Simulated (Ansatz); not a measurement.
# PtP (zincblende): a single-point run

Wanted: a converged single-point run for PtP (zincblende), and a check of what comes out. The structure is shown as the input types it.

Method: Kohn-Sham DFT, with the functional, basis and potentials that each input names, in Ansatz 0.2.0.

1 further run of the same task is left out (set aside as unsound or not needed). Runs told in other sessions of the task aren't counted.

### Step 1. The starting structure

It takes space group F-43m (No. 216, cubic). Conventional cell: a = 5.323 Å, b = 5.323 Å, c = 5.323 Å, α = 90.00°, β = 90.00°, γ = 90.00°. Around Pt (site symmetry -43m) lie 4 P at 2.31 Å. Around P (site symmetry -43m) lie 4 Pt at 2.31 Å.

As a file:

```xyz
2
Lattice="0.0000 2.6617 2.6617 2.6617 0.0000 2.6617 2.6617 2.6617 0.0000" Properties=species:S:1:pos:R:3 pbc="T T T"
Pt    0.0000    0.0000    0.0000
P     1.3308    1.3308    1.3308
```

### Step 2. Running it

input.yaml

```yaml
crystal:
  lattice:
    - [0.0, 2.6616641766, 2.6616641766]
    - [2.6616641766, 0.0, 2.6616641766]
    - [2.6616641766, 2.6616641766, 0.0]
  atoms:
    - { symbol: Pt, position: [0.0, 0.0, 0.0] }
    - { symbol: P, position: [0.25, 0.25, 0.25] }
basis:
  ecutwfc: 500
  ecutrho_ratio: 4
kpoints:
  mp_grid: { grid: [12, 12, 12] }
hamiltonian:
  xc: r2scan
  hubbard: { sites: [{ species: Pt, l: d, u_eff: -5.0 }] }
scf:
  occupations: { method: gaussian, width: 0.05 }
  max_iter: 75
output:
  forces: true
  stress: true
```

On the command line:

```console
ansatz run input.yaml --threads 2 --pin off --max-ram 2662MiB --backend cpu --events-out ev --progress --plain --runs-dir out
```

Q: Will this input give a usable result? If not, why, and what should change?

The program finished normally. That alone doesn't make the input a sound one.

In the input, hamiltonian.hubbard.sites is [{species: Pt, l: d, u_eff: -5.0}]. The U is negative: it rewards fractional occupations of the shell, where a positive U penalises them, and shifts its filled levels up and its empty ones down.

Run again and compare: delete hamiltonian.hubbard.sites.
